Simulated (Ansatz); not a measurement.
# YAgS2: the cost of one run

Program: Ansatz 0.2.0. Level of theory: DFT, plane waves, PAW, no spin polarisation. These are calculated values, not measurements.

### 1 The system as given

The cell holds 16 atoms (Ag4S8Y4): a = 7.878 Å, b = 7.878 Å, c = 5.434 Å, α = 90.00°, β = 90.00°, γ = 90.00°.

Coordinates:

```xyz
16
Lattice="7.8779 0.0000 0.0000 0.0000 7.8779 0.0000 0.0000 0.0000 5.4341" Properties=species:S:1:pos:R:3 pbc="T T T"
Ag    0.0000    0.0000    0.0000
S     0.0000    0.0000    2.7170
Y     1.9695    1.9695    2.7170
S     1.9695    1.9695    0.0000
Ag    0.0000    3.9390    0.0000
S     0.0000    3.9390    2.7170
Y     1.9695    5.9084    2.7170
S     1.9695    5.9084    0.0000
Ag    3.9390    0.0000    0.0000
S     3.9390    0.0000    2.7170
Y     5.9084    1.9695    2.7170
S     5.9084    1.9695    0.0000
Ag    3.9390    3.9390    0.0000
S     3.9390    3.9390    2.7170
Y     5.9084    5.9084    2.7170
S     5.9084    5.9084    0.0000
```

### 2 Run 1: PBEsol

Input file input.yaml:

```yaml
crystal:
  lattice:
    - [7.8779264257, 0.0, 0.0]
    - [0.0, 7.8779264257, 0.0]
    - [0.0, 0.0, 5.4340929071]
  atoms:
    - { symbol: Ag, position: [0.0, 0.0, 0.0] }
    - { symbol: S, position: [0.0, 0.0, 0.5] }
    - { symbol: "Y", position: [0.25, 0.25, 0.5] }
    - { symbol: S, position: [0.25, 0.25, 0.0] }
    - { symbol: Ag, position: [0.0, 0.5, 0.0] }
    - { symbol: S, position: [0.0, 0.5, 0.5] }
    - { symbol: "Y", position: [0.25, 0.75, 0.5] }
    - { symbol: S, position: [0.25, 0.75, 0.0] }
    - { symbol: Ag, position: [0.5, 0.0, 0.0] }
    - { symbol: S, position: [0.5, 0.0, 0.5] }
    - { symbol: "Y", position: [0.75, 0.25, 0.5] }
    - { symbol: S, position: [0.75, 0.25, 0.0] }
    - { symbol: Ag, position: [0.5, 0.5, 0.0] }
    - { symbol: S, position: [0.5, 0.5, 0.5] }
    - { symbol: "Y", position: [0.75, 0.75, 0.5] }
    - { symbol: S, position: [0.75, 0.75, 0.0] }
kpoints:
  mp_grid: { grid: [2, 2, 2] }
hamiltonian:
  xc: pbesol
scf:
  occupations: { method: fermi_dirac, width: 0.039 }
md:
  ensemble: npt_langevin
  temperature: 450
  timestep: 3.0
  n_steps: 20
  initial_velocities: maxwell_boltzmann
  seed: 789
```

Command:

```bash
$ ansatz run input.yaml --threads 4 --pin off --max-ram 3686MiB --backend cpu --events-out ev --progress --plain --runs-dir out
```

**Question.** How long does this run take on 4 threads of Arm Neoverse V2, shared host, and how much memory does it need?

About 78 s, with a peak of 1.3 GiB.
